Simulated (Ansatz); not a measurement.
**CH8AlClSi2: small, medium and large basis sets**

The task here is to estimate one member of a computed series from the others.

Computed with Ansatz 0.2.0, Gaussian basis. Level: one geometry, several basis sets.

Levels to be run: PBE0-D4/def2-SVP; ωB97M-V/def2-SVP; PBE0-D4/def2-QZVPP; ωB97M-V/def2-QZVPP; the functionals' def2-TZVPP values are taken from earlier runs.

**The geometry**

The geometry comes from an earlier relaxation with PBE0-D4 in a triple-zeta def2 set; it is a stationary point, not always the lowest conformer.

SMILES `[AlH2][SiH]([SiH3])CCl`, 13 atoms, charge 0, spin multiplicity 1.

Atoms are counted from 1 here; the program's logs count them from 0.

Bond lengths: Al1–Si2 2.459 Å, Al1–H6 1.590 Å, Al1–H7 1.587 Å, Si2–Si3 2.338 Å, Si2–C4 1.931 Å, Si2–H8 1.494 Å, Si3–H9 1.488 Å, Si3–H10 1.489 Å, Si3–H11 1.490 Å, C4–Cl5 1.825 Å, C4–H12 1.089 Å, C4–H13 1.089 Å. Angles: Si2–Al1–H6 116.9°, Si2–Al1–H7 121.5°, H6–Al1–H7 120.8°, Al1–Si2–Si3 125.0°, Al1–Si2–C4 89.3°, Al1–Si2–H8 116.6°, Si3–Si2–C4 108.4°, Si3–Si2–H8 108.0°, C4–Si2–H8 105.7°, Si2–Si3–H9 109.9°, Si2–Si3–H10 109.6°, Si2–Si3–H11 112.4°, H9–Si3–H10 108.5°, H9–Si3–H11 108.3°, H10–Si3–H11 108.0°, Si2–C4–Cl5 104.9°, Si2–C4–H12 114.0°, Si2–C4–H13 116.5° and more.

Set-up of the first run:

File in.yaml:

```yaml
crystal:
  periodic: [false, false, false]
  atoms:
    - {symbol: Al, position_ang: [-2.017448, 0.833057, 0.787751]}
    - {symbol: Si, position_ang: [-0.292597, -0.592473, -0.232806]}
    - {symbol: Si, position_ang: [1.609796, -1.391295, 0.866522]}
    - {symbol: C, position_ang: [0.229085, 0.887164, -1.357922]}
    - {symbol: Cl, position_ang: [-1.195595, 2.027574, -1.324427]}
    - {symbol: H, position_ang: [-1.540357, 1.835361, 1.925632]}
    - {symbol: H, position_ang: [-3.562126, 0.588417, 0.515327]}
    - {symbol: H, position_ang: [-0.771468, -1.659547, -1.162893]}
    - {symbol: H, position_ang: [1.236982, -2.506666, 1.778232]}
    - {symbol: H, position_ang: [2.213086, -0.298384, 1.678381]}
    - {symbol: H, position_ang: [2.646256, -1.887764, -0.081714]}
    - {symbol: H, position_ang: [1.063986, 1.467747, -0.968186]}
    - {symbol: H, position_ang: [0.400901, 0.662108, -2.409096]}
basis:
  gaussian: {orbitals: def2-SVP}
hamiltonian: {xc: pbe0, dispersion: d4}
output: {orbitals: {seedname: orbitals}}
```

Steps of the session up to this table: PBE0-D4 in def2-SVP; ωB97M-V in def2-SVP; PBE0-D4 in def2-QZVPP; ωB97M-V in def2-QZVPP.

One of the session's tables, all rows but one given; the rest of the session is left out.

It belongs to the step «Functionals by basis». 

| functional | basis | HOMO (eV) |
| --- | --- | --- |
| PBE0-D4 | def2-SVP | ? |
| PBE0-D4 | def2-TZVPP | -7.10 |
| PBE0-D4 | def2-QZVPP | -7.10 |
| ωB97M-V | def2-SVP | -9.05 |
| ωB97M-V | def2-TZVPP | -9.04 |
| ωB97M-V | def2-QZVPP | -9.05 |

Q: Estimate the row for PBE0-D4, def2-SVP from the others.

As computed: HOMO (eV): -7.14. In the column «HOMO (eV)» it lies between ωB97M-V, def2-TZVPP (-9.04) and PBE0-D4, def2-TZVPP (-7.10).
